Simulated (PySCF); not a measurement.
# A diatomic session: GeH

An exercise on one series of results from a longer session: the logs are not shown, and one member is left open.

Program: PySCF 2.14.0. Level of theory: Ge cc-pVDZ-PP with ECP10, H cc-pVDZ, scalar-relativistic core potentials. These are calculated values, not measurements.

The first run:

A driver script around PySCF takes these settings:

* atoms: Ge, H
* charge: 0
* basis: Ge cc-pVDZ-PP with ECP10, H cc-pVDZ
* Hamiltonian: scalar-relativistic core potentials
* basis functions: 28
* electrons treated: 23
* masses in u: 73.9212, 1.0078
* levels: PBE0, PBE, r²SCAN, B97-3, TPSSh, PBEsol, LC-ωPBE, HF, MP2, SCS-MP2, CCSD, CCSD(T)
* grid: 80 radial by 434 angular points
* occupations: held fixed by the projection of orbital angular momentum
* dissociation limit: Ge + H, each in its ground configuration
* starting distance in angstrom: 1.480
* values of 2S to try: 1, 3

Run with:

```console
$ OMP_NUM_THREADS=1 python dia.py task.json out
```

Steps of the session up to this table: The job; First curve: PBE0; Higher solutions at PBE0; PBE (GGA); r²SCAN; B97-3 (global hybrid GGA); TPSSh (hybrid meta-GGA); PBEsol; LC-ωPBE (range-separated hybrid); UHF (mean field); Adding correlation.

One of the session's tables, all rows but one given; the rest of the session is left out.

It belongs to the step «The curves together». Energy (eV) from each level's lowest point:

| R (Å) | UHF | UHF-MP2 | UHF-SCS-MP2 | UHF-CCSD | UHF-CCSD(T) |
| --- | --- | --- | --- | --- | --- |
| 1.386 | 0.403 | 0.393 | 0.404 | n/a | n/a |
| 1.451 | 0.170 | 0.166 | 0.174 | 0.183 | 0.186 |
| 1.515 | ? | ? | ? | ? | ? |
| 1.564 | 0.003 | 0.003 | 0.005 | 0.009 | 0.010 |
| 1.612 | 0.000 | 0.000 | 0.000 | 0.000 | 0.000 |
| 1.660 | 0.028 | 0.027 | 0.025 | 0.021 | 0.019 |
| 1.725 | 0.104 | 0.100 | 0.095 | 0.084 | 0.081 |
| 1.805 | 0.244 | 0.237 | 0.227 | 0.206 | 0.201 |
| 1.902 | 0.458 | 0.447 | 0.432 | 0.395 | 0.386 |
| 2.031 | 0.786 | 0.780 | 0.765 | n/a | n/a |

**Question.** Estimate the row for R (Å) = 1.515.

Worked estimate for «UHF». A straight line through the neighbours (1.451, 0.170) and (1.564, 0.003) gives 0.170 + (0.003 − 0.170) × (1.515 − 1.451) / (1.564 − 1.451) = 0.075; a parabola fitted to 4 rows on both sides gives 0.041.

As computed: UHF: 0.043; UHF-MP2: 0.042; UHF-SCS-MP2: 0.047; UHF-CCSD: 0.054; UHF-CCSD(T): 0.055. In «UHF» the line misses by +0.032 and the parabola by -0.002.
